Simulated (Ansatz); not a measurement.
# CsAg2: the cost of one run

Computed with Ansatz 0.2.0 (DFT PBE, scalar-relativistic, plane waves, PAW, unless a step's input says otherwise).

### Step 1. The structure to begin with

The structure is trigonal, space group P-3m1 (No. 164). The conventional cell has a = 4.346 Å, b = 4.346 Å, c = 9.612 Å, α = 90.00°, β = 90.00°, γ = 120.00°. Around Cs (site symmetry -3m) lie 6 Cs at 4.35 Å and 6 Ag at 4.40 Å. Ag (site symmetry 3m) has 3 Ag at 3.47 Å as nearest neighbours.

Coordinates:

```xyz
3
Lattice="4.3463 0.0000 0.0000 -2.1731 3.7640 0.0000 0.0000 0.0000 9.6123" Properties=species:S:1:pos:R:3 pbc="T T T"
Cs    0.0000    0.0000    4.8061
Ag    0.0000    2.5093    8.4171
Ag    2.1731    1.2547    1.1952
```

The cell is invented: close-packed layers stacked ABC|A (P-3m1, No. 164). The dimensions are guesses.

### Step 2. Probe: one point on a coarse mesh

File input.yaml:

```yaml
crystal:
  lattice:
    - [4.34625429, 0.0, 0.0]
    - [-2.17312714, 3.76396663, 0.0]
    - [0.0, 0.0, 9.6122912]
  atoms:
    - { symbol: Cs, position: [0.0, 0.0, 0.5] }
    - { symbol: Ag, position: [0.33333333, 0.66666667, 0.87565712] }
    - { symbol: Ag, position: [0.66666667, 0.33333333, 0.12434288] }
basis:
  ecutwfc: 420
kpoints:
  mp_grid: { grid: [6, 6, 2] }
hamiltonian:
  xc: pbe
scf:
  occupations: { method: gaussian, width: 0.1 }
  lower_state_search: "off"
output:
  forces: true
  stress: true
  eigenvalues: true
```

Run with:

```
$ ansatz run input.yaml --threads 1 --pin off --max-ram 2048MiB --backend cpu --events-out ev --progress --plain --runs-dir out
```

What time and memory should one allow on 1 thread of Arm Neoverse V1, shared host?

About 4.5 s, with a peak of 0.39 GiB.
